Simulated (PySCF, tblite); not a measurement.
# C₆H₁₂BNO: geometry, infrared bands and NMR shifts

Aim: predict the infrared bands and NMR shifts of C₆H₁₂BNO (`CC#[N+][BH2-][C@@H]1CO[C@H]1C`).

The runs use tblite 0.8.0 and PySCF 2.14.0, with density-fitted response routines of our own; the level of theory stands in each step. All values are computed, except where a source is named. Atoms count from 0, in the outputs and in this text.

## 1. Starting geometry

21 atoms, charge 0, multiplicity 1; geometry from: force field or distance geometry start.

Bonds of the start (Å): C0–C1 1.49, C1–N2 1.16, N2–B3 1.50, B3–C4 1.57, C4–C5 1.50, C5–O6 1.41, O6–C7 1.40, C7–C8 1.50, C7–C4 1.53, C0–H9 1.09, C0–H10 1.09, C0–H11 1.12, B3–H12 1.19, B3–H13 1.20, C4–H14 1.10, C5–H15 1.12, C5–H16 1.10, C7–H17 1.10, C8–H18 1.12, C8–H19 1.09, C8–H20 1.14.

## 2. Geometry optimisation with GFN2-xTB

What the job is given:

```
{"job": {"kind": "relax", "xc": "GFN2-xTB", "basis": "xTB"}, "charge": 0, "multiplicity": 1}
C      4.201000    -0.401500    -0.199000
C      2.832700     0.065900     0.165200
N      1.775500     0.431200     0.463900
B      0.414000     0.933100     0.832800
C     -0.654300    -0.094600     0.305500
C     -0.895700    -0.154500    -1.175800
O     -1.524000     1.108100    -1.063700
C     -1.984500     0.654000     0.179100
C     -3.205000    -0.214200     0.106500
H      4.256200    -1.475100    -0.012800
H      4.405400    -0.074600    -1.219200
H      4.961000     0.115500     0.444600
H      0.172500     1.984300     0.338300
H      0.330200     1.084800     2.017000
H     -0.769700    -1.040300     0.856900
H     -1.637100    -0.945400    -1.466600
H      0.023000    -0.161200    -1.788700
H     -1.998500     1.420300     0.973000
H     -3.578800    -0.183600    -0.948300
H     -3.108300    -1.219200     0.514400
H     -4.024300     0.338700     0.676500
```

Started as:

```sh
> OMP_NUM_THREADS=1 python probes_run.py task.json out
```

One launch serves the whole session: the jobs run in the order shown.

Standard output:

```text
step      E/eV     max force
  0    -737.22184    2.871
  1    -737.61249    1.049
  2    -737.72643    2.145
  3    -737.79121    3.842
  4    -737.91445    0.650
  5    -737.96074    0.611
  6    -738.01479    0.893
  7    -738.05047    0.644
  8    -738.08240    0.381
  9    -738.10521    0.427
 10    -738.12757    0.439
 11    -738.15160    0.486
 12    -738.17631    0.401
 13    -738.19856    0.302
 14    -738.21874    0.287
 15    -738.23836    0.336
 16    -738.25818    0.401
 17    -738.27702    0.338
 18    -738.29288    0.256
 19    -738.30572    0.229
 20    -738.31684    0.221
 21    -738.32691    0.235
 22    -738.33576    0.217
 23    -738.34286    0.183
 24    -738.34803    0.186
 25    -738.35158    0.142
 26    -738.35489    0.166
 27    -738.35831    0.141
 28    -738.36447    0.144
 29    -738.36805    0.152
 30    -738.37368    0.167
 31    -738.37803    0.157
 32    -738.38322    0.158
 33    -738.38892    0.189
 34    -738.39485    0.279
 35    -738.39952    0.183
 36    -738.40413    0.183
 37    -738.40807    0.181
 38    -738.41211    0.162
 39    -738.41538    0.141
 40    -738.41935    0.145
 41    -738.42262    0.146
 42    -738.42599    0.135
 43    -738.42886    0.121
 44    -738.43128    0.121
 45    -738.43303    0.157
 46    -738.43549    0.106
 47    -738.43826    0.078
 48    -738.44022    0.081
 49    -738.44119    0.071
 50    -738.44234    0.071
 51    -738.44376    0.085
 52    -738.44528    0.112
 53    -738.44682    0.113
 54    -738.44852    0.100
 55    -738.45041    0.100
 56    -738.45236    0.095
 57    -738.45423    0.097
 58    -738.45596    0.103
 59    -738.45745    0.078
 60    -738.45877    0.109
 61    -738.46007    0.114
 62    -738.46153    0.083
 63    -738.46292    0.085
 64    -738.46485    0.113
 65    -738.46694    0.156
 66    -738.46952    0.158
 67    -738.47235    0.199
 68    -738.47424    0.172
 69    -738.47725    0.105
 70    -738.47940    0.077
 71    -738.48149    0.079
 72    -738.48335    0.090
 73    -738.48477    0.097
 74    -738.48593    0.094
 75    -738.48704    0.093
 76    -738.48871    0.118
 77    -738.49097    0.123
 78    -738.49331    0.162
 79    -738.49475    0.182
 80    -738.49582    0.150
 81    -738.49792    0.105
 82    -738.49981    0.082
 83    -738.50321    0.102
 84    -738.50514    0.094
 85    -738.50656    0.097
 86    -738.50877    0.084
 87    -738.51052    0.103
 88    -738.51278    0.103
 89    -738.51452    0.102
 90    -738.51544    0.046
 91    -738.51592    0.052
 92    -738.51629    0.040
 93    -738.51665    0.034
 94    -738.51691    0.030
 95    -738.51711    0.031
 96    -738.51723    0.026
 97    -738.51735    0.023
 98    -738.51748    0.020
 99    -738.51758    0.021
100    -738.51765    0.024
101    -738.51771    0.020
102    -738.51775    0.013
103    -738.51778    0.014
104    -738.51781    0.011
105    -738.51783    0.015
106    -738.51785    0.023
107    -738.51787    0.048
108    -738.51791    0.011
109    -738.51794    0.026
110    -738.51796    0.026
111    -738.51799    0.014
112    -738.51803    0.014
113    -738.51807    0.019
114    -738.51810    0.023
115    -738.51815    0.025
116    -738.51821    0.028
117    -738.51827    0.028
118    -738.51835    0.030
119    -738.51842    0.028
120    -738.51850    0.025
121    -738.51856    0.033
122    -738.51863    0.030
123    -738.51872    0.038
124    -738.51885    0.030
125    -738.51900    0.035
126    -738.51917    0.034
127    -738.51934    0.046
128    -738.51951    0.047
129    -738.51973    0.032
130    -738.51999    0.034
131    -738.52025    0.029
132    -738.52045    0.038
133    -738.52060    0.034
134    -738.52074    0.024
135    -738.52089    0.024
136    -738.52101    0.023
137    -738.52112    0.022
138    -738.52124    0.026
139    -738.52140    0.030
140    -738.52160    0.025
141    -738.52178    0.031
142    -738.52192    0.028
143    -738.52206    0.028
144    -738.52219    0.036
145    -738.52232    0.025
146    -738.52244    0.022
147    -738.52254    0.024
148    -738.52264    0.027
149    -738.52278    0.030
150    -738.52293    0.023
151    -738.52306    0.021
152    -738.52317    0.024
153    -738.52329    0.034
154    -738.52342    0.035
155    -738.52352    0.025
156    -738.52359    0.019
157    -738.52362    0.011
158    -738.52365    0.012
159    -738.52367    0.009
```

Run time: 3 s. Hardware: 1 thread of AMD EPYC, shared host; peak memory 0.18 GiB.

Along the way: (not every step is listed)

```
step  energy from step 0 (eV)  largest force (eV/Å)
   0                   0.0000                2.8710
   1                  -0.3906                1.0489
   2                  -0.5046                2.1455
   3                  -0.5694                3.8423
   4                  -0.6926                0.6495
   5                  -0.7389                0.6109
   6                  -0.7929                0.8931
   7                  -0.8286                0.6438
   8                  -0.8606                0.3807
  22                  -1.1139                0.2174
  36                  -1.1823                0.1827
  50                  -1.2205                0.0715
  64                  -1.2430                0.1134
  78                  -1.2715                0.1623
  92                  -1.2944                0.0402
 106                  -1.2960                0.0228
 120                  -1.2967                0.0252
 134                  -1.2989                0.0242
 148                  -1.3008                0.0269
 154                  -1.3016                0.0346
 155                  -1.3017                0.0247
 156                  -1.3017                0.0191
 157                  -1.3018                0.0114
 158                  -1.3018                0.0122
 159                  -1.3018                0.0091
```

Close pairs (by a distance rule), those that changed most:

```
  bond  before (Å)  after (Å)  change (Å)
 B3–C4       1.573      1.639      +0.065
 C0–C1       1.491      1.431      -0.060
C8–H20       1.141      1.088      -0.053
 O6–C7       1.401      1.438      +0.037
 C4–C5       1.502      1.534      +0.032
C0–H11       1.122      1.090      -0.032
C8–H18       1.119      1.088      -0.032
 N2–B3       1.497      1.468      -0.029
```

The next job starts from the end point, and lists it.

## 3. Harmonic vibrations with GFN2-xTB

What the job is given:

```
{"job": {"kind": "ir", "xc": "GFN2-xTB", "basis": "xTB"}, "charge": 0, "multiplicity": 1}
C      3.973026    -0.575238     0.028138
C      2.720882     0.046236     0.332454
N      1.717695     0.551558     0.579029
B      0.383889     1.126231     0.795999
C     -0.646324     0.104216     0.035014
C     -0.663182     0.072946    -1.498880
O     -2.043973     0.431589    -1.536891
C     -2.109296     0.560831    -0.106185
C     -3.169801    -0.320524     0.528999
H      3.906659    -1.647337     0.214833
H      4.219011    -0.409564    -1.021078
H      4.760636    -0.151363     0.651559
H      0.412854     2.212166     0.308603
H      0.207772     1.140283     1.973772
H     -0.590266    -0.903963     0.452969
H     -0.481924    -0.899348    -1.972882
H     -0.043346     0.831487    -1.990547
H     -2.276803     1.608834     0.171828
H     -4.161246     0.003390     0.220621
H     -3.032512    -1.354600     0.220203
H     -3.092672    -0.256185     1.611971
```

Standard output:

```text
mode    cm-1     km/mol
  1      10.0      0.01
  2      30.0      3.24
  3      53.9      4.22
  4      77.8      5.90
  5     155.1      0.32
  6     178.2      0.07
  7     202.6      0.58
  8     246.9      0.93
  9     277.2      1.12
 10     332.3      0.09
 11     340.5      1.72
 12     413.4      4.36
 13     475.4      1.63
 14     685.4      1.81
 15     721.8      9.92
 16     779.9      2.13
 17     828.0      1.28
 18     915.9     10.69
 19     924.2     12.74
 20     945.6      0.77
 21     993.0     18.73
 22     999.5     12.60
 23    1006.8     10.97
 24    1033.5     14.31
 25    1056.2     56.94
 26    1070.5    209.31
 27    1081.4      4.72
 28    1094.3     37.90
 29    1107.2     23.49
 30    1128.3     11.25
 31    1149.0     19.22
 32    1173.3     20.33
 33    1207.4      6.52
 34    1242.1     15.77
 35    1255.4      0.44
 36    1280.5      9.66
 37    1330.0     21.98
 38    1369.0     27.93
 39    1390.9      7.22
 40    1413.9     15.20
 41    1414.1     15.31
 42    1479.1      1.42
 43    1490.5      4.51
 44    1495.4      2.21
 45    2380.8     56.37
 46    2444.1    154.14
 47    2454.5    171.47
 48    2874.4     70.45
 49    2887.6     68.58
 50    2912.3     68.83
 51    2943.3     86.41
 52    3004.0      2.15
 53    3004.4      1.95
 54    3010.2      2.15
 55    3029.7     39.93
 56    3032.0     32.09
 57    3034.4     35.76
```

Run time: 2 s. Hardware: 1 thread of AMD EPYC, shared host; peak memory 0.18 GiB.

Which atoms move in the most intense modes:

```csv
cm⁻¹,km/mol,atoms
1056,56.9,"O6 37 %, C5 35 %, H15 10 %"
1070,209.3,"N2 24 %, C0 20 %, C1 12 %"
2444,154.1,"H13 57 %, H12 34 %"
2454,171.5,"H12 58 %, H13 35 %"
2874,70.5,"H15 60 %, H16 29 %"
2888,68.6,H17 93 %
2912,68.8,"H16 64 %, H15 32 %"
2943,86.4,H14 91 %
```

## 4. NMR shieldings: PBE0/pcSseg-1

Settings changed since step 3:

```diff
@@ -1,2 +1,2 @@
-{"job": {"kind": "ir", "xc": "GFN2-xTB", "basis": "xTB"}, "charge": 0, "multiplicity": 1}
+{"job": {"kind": "nmr", "xc": "PBE0", "basis": "pcSseg-1"}, "charge": 0, "multiplicity": 1}
 C      3.973026    -0.575238     0.028138
```

Method: GIAO PBE0/pcSseg-1 NMR shielding, non-relativistic, gas phase.

Standard output:

```text
coarse grid: 17192 points
cycle   1  E = -389.9106882168  dE =  1.294e+00  |g| = 7.548e-01  |ddm| = 3.961e+00
cycle   2  E = -389.6327215834  dE =  2.780e-01  |g| = 1.362e+00  |ddm| = 1.925e+00
cycle   3  E = -390.0424614161  dE = -4.097e-01  |g| = 2.246e-01  |ddm| = 1.251e+00
cycle   4  E = -390.0509855309  dE = -8.524e-03  |g| = 1.095e-01  |ddm| = 1.795e-01
cycle   5  E = -390.0532319758  dE = -2.246e-03  |g| = 2.779e-02  |ddm| = 7.691e-02
cycle   6  E = -390.0534045867  dE = -1.726e-04  |g| = 4.662e-03  |ddm| = 2.452e-02
cycle   7  E = -390.0534091079  dE = -4.521e-06  |g| = 1.251e-03  |ddm| = 4.242e-03
final grid: 165120 points
cycle   8  E = -390.1165699790  dE = -4.683e-05  |g| = 1.349e-02  |ddm| = 3.610e-02
cycle   9  E = -390.1165317584  dE =  3.822e-05  |g| = 1.985e-02  |ddm| = 2.344e-02
cycle  10  E = -390.1166066754  dE = -7.492e-05  |g| = 2.077e-03  |ddm| = 1.435e-02
cycle  11  E = -390.1166075632  dE = -8.878e-07  |g| = 5.235e-04  |ddm| = 1.786e-03
cycle  12  E = -390.1166076034  dE = -4.028e-08  |g| = 3.024e-04  |ddm| = 4.530e-04
cycle  13  E = -390.1166076223  dE = -1.884e-08  |g| = 4.458e-05  |ddm| = 1.938e-04
cycle  14  E = -390.1166076227  dE = -4.427e-10  |g| = 1.389e-05  |ddm| = 5.615e-05
converged SCF energy = -390.1166076227

GIAO shielding tensors (ppm)
atom      isotropic    diamagn.    paramagn.     s11        s22        s33       span
  0 C      185.030     248.709     -63.679    177.106    177.353    200.631     23.524
  1 C       70.867     274.658    -203.791    -17.904    -15.541    246.046    263.950
  2 N       32.167     332.062    -299.895   -123.880   -114.664    335.044    458.924
  3 B      133.159     189.942     -56.783    121.928    131.565    145.986     24.058
  4 C      146.176     247.245    -101.069    127.249    135.113    176.166     48.918
  5 C      110.473     250.244    -139.771     85.543     90.635    155.241     69.698
  6 O      292.360     401.504    -109.144    238.957    281.060    357.063    118.105
  7 C      100.432     250.321    -149.889     71.589     83.267    146.440     74.851
  8 C      159.431     248.142     -88.711    145.844    148.904    183.545     37.701
  9 H       29.389      28.489       0.900     24.315     27.561     36.290     11.975
 10 H       29.347      27.593       1.754     24.380     27.560     36.100     11.720
 11 H       29.371      23.875       5.496     24.376     26.954     36.782     12.406
 12 H       29.462      31.289      -1.826     26.113     30.163     32.111      5.997
 13 H       29.746      30.620      -0.875     26.590     30.424     32.223      5.633
 14 H       29.774      35.393      -5.618     27.490     30.473     31.361      3.871
 15 H       26.953      33.159      -6.206     23.862     26.120     30.876      7.015
 16 H       27.050      33.169      -6.119     23.714     26.928     30.509      6.796
 17 H       27.012      32.385      -5.373     24.902     27.267     28.867      3.964
 18 H       30.224      27.676       2.547     26.347     27.631     36.693     10.346
 19 H       30.377      30.950      -0.573     27.182     29.721     34.229      7.048
 20 H       30.709      30.076       0.633     27.084     28.837     36.207      9.123
```

Run time: 2 min. Hardware: 1 thread of AMD EPYC, shared host; peak memory 0.95 GiB.

The references, computed at this level on geometries of the same kind, shield at (ppm): 1H TMS 31.72, 13C TMS 186.9, 15N NH3 267.7, 17O H2O 336.1, 11B BF3·OEt2 100.1. Their shielding less the atom's gives the shift. The references are single molecules in the gas phase, so shifts against H2O, NH3, PH3, H3PO4 or CFCl3 are not on the usual liquid scales and can be off by tens of ppm. Atoms listed in one row are averaged.

```
        atoms                                 environment  σ (ppm)  δ (ppm)  δ scaled to CDCl3
           C1                       nitrilium-type carbon     70.9    116.1              111.4
           C7                          sp3 CH bonded to O    100.4     86.5               82.5
           C5                         sp3 CH2 bonded to O    110.5     76.5               72.7
           C4                          sp3 CH bonded to B    146.2     40.7               37.9
           C8                               methyl carbon    159.4     27.5               24.9
           C0                methyl carbon α to a nitrile    185.0      1.9               -0.1
          H15          hydrogen on an sp3 CH2 bonded to O    26.95     4.76               4.60
          H17           hydrogen on an sp3 CH bonded to O    27.01     4.71               4.54
          H16          hydrogen on an sp3 CH2 bonded to O    27.05     4.67               4.50
 H9, H10, H11  hydrogen on a methyl carbon α to a nitrile    29.37     2.35               2.32
          H12          hydrogen on a boron bonded to C, N    29.46     2.25                  –
          H13          hydrogen on a boron bonded to C, N    29.75     1.97                  –
          H14           hydrogen on an sp3 CH bonded to B    29.77     1.94               1.94
H18, H19, H20                 hydrogen on a methyl carbon    30.44     1.28               1.31
           N2            donor nitrogen of a Lewis adduct     32.2    235.6                  –
           B3                   boron bonded to C, N, 2 H    133.2    -33.1                  –
           O6                                ether oxygen    292.4     43.7                  –
```

The scaled column applies a straight-line fit of computed shieldings to shifts measured in CDCl3 (root-mean-square error 0.16 ppm for H, 1.9 ppm for C).

Charges from the same density, by scheme (e):

| atoms | Mulliken | IAO | Hirshfeld | ESP fit |
| --- | --- | --- | --- | --- |
| C0 | -0.18 | -0.46 | -0.06 | -0.57 |
| C1 | 0.17 | 0.21 | 0.17 | 0.38 |
| N2 | -0.28 | 0.04 | 0.01 | -0.08 |
| B3 | 0.14 | -0.27 | -0.05 | -0.20 |
| C4 | -0.49 | -0.24 | -0.11 | -0.21 |
| C5 | 0.15 | -0.04 | -0.01 | 0.19 |
| O6 | -0.52 | -0.44 | -0.18 | -0.53 |
| C7 | 0.07 | 0.12 | 0.05 | 0.61 |
| C8 | -0.20 | -0.43 | -0.13 | -0.59 |

Mayer bond orders: C0–C1 1.05, C1–N2 2.62, N2–B3 0.72, B3–C4 0.83, C4–C5 1.04, C5–O6 0.94, O6–C7 0.91, C7–C8 1.04, C7–C4 1.00.

Ring of atoms C4, C5, O6, C7: NICS(0) 0.6, NICS(1) 1.8, NICS(1)zz 5.1 ppm (means of both faces).

The fields below are evaluated on a grid from the run's orbitals.

Frontier orbitals at PBE0/pcSseg-1, with the share of their density that lies nearest to each atom:

```
orbital  energy (eV)                                lies on
   HOMO        -6.30  O6 55 %; H15, H16, H17 about 8 % each
   LUMO        -0.62             C1 39 %; N2 30 %; H11 11 %
```

ELF in a plane through or near 6 of the atoms.

Ten even steps from ' ' (0.00) to '@' (1.00):
```
                                                        
                                                        
                          ::::                          
                      ..##@@@@==                        
                      ::@@@@@@@@..                      
                      ..%%@@@@%%                        
        **++    --==++::==@@@@::      ....              
      ++@@@@::..++######======::      ....              
    ..@@@@@@****--++++##**++%%++++==++====##@@==        
      **@@@@++%%....%%##--**++::%%++######@@@@%%        
        --##==**##****--  ----::##==****##@@@@%%        
        ==@@@@##--==--    --%%##::----..--%%@@--        
        ##@@@@%%          ::**++--++**..    ..          
        ++@@@@##          **@@%%--**##--                
          ..::          ::@@@@@@::..++::                
                        ..@@@@@@..                      
                          --##++                        
                                                        
                                                        
                                                        
```
The map spans 14.7 Å across and 9.7 Å up, centred on the molecule. Atoms in the plane (x, y in Å): C1 (-2.7, 0.4), C4 (0.6, 0.0), H10 (-4.3, -1.0), H11 (-4.8, 0.7), H13 (-0.1, 2.2), H15 (0.4, -2.2).

On the surface of density 0.002 e/bohr³ the electrostatic potential runs, from the 1st to the 99th percentile, from -2.20 V near O6 to 2.03 V near H9.

## 5. Outcome

| quantity | value |
| --- | --- |
| strongest single infrared mode (GFN2-xTB) | 1070 cm⁻¹, 209 km/mol |
| zero-point energy (GFN2-xTB) | 107.0 kcal/mol |
| 13C shifts against TMS (PBE0/pcSseg-1) | 116.1, 86.5, 76.5, 40.7, 27.5, 1.9 ppm |
| 1H shifts against TMS (PBE0/pcSseg-1, means over atoms taken as alike) | 4.76, 4.71, 4.67, 2.35, 2.25, 1.97, 1.94, 1.28 ppm |
| 15N shifts against NH3 (PBE0/pcSseg-1) | 235.6 ppm |
| 11B shifts against BF3·OEt2 (PBE0/pcSseg-1) | -33.1 ppm |
| 17O shifts against H2O (PBE0/pcSseg-1) | 43.7 ppm |
| surface potential, 1st and 99th percentile | -2.20 V and 2.03 V |

Relaxing lowered the energy by 1.302 eV in 159 steps; the close pair that moved most is B3–C4, from 1.573 to 1.639 Å. All 57 modes are real, so the xTB geometry is a minimum. The strongest single mode, at 1070 cm⁻¹, is spread over many atoms; the largest shares are those of N2, C0. GFN2-xTB is a fitted tight-binding method: band positions and strengths are rough. Its intensities can rank the bands wrongly. At PBE0/pcSseg-1: Shielding is most anisotropic at N2 (span 459 ppm, paramagnetic term -300 ppm). By nearest atom (PBE0/pcSseg-1), the HOMO sits on O6 55 %; H15, H16, H17 about 8 % each and the LUMO on C1 39 %; N2 30 %.
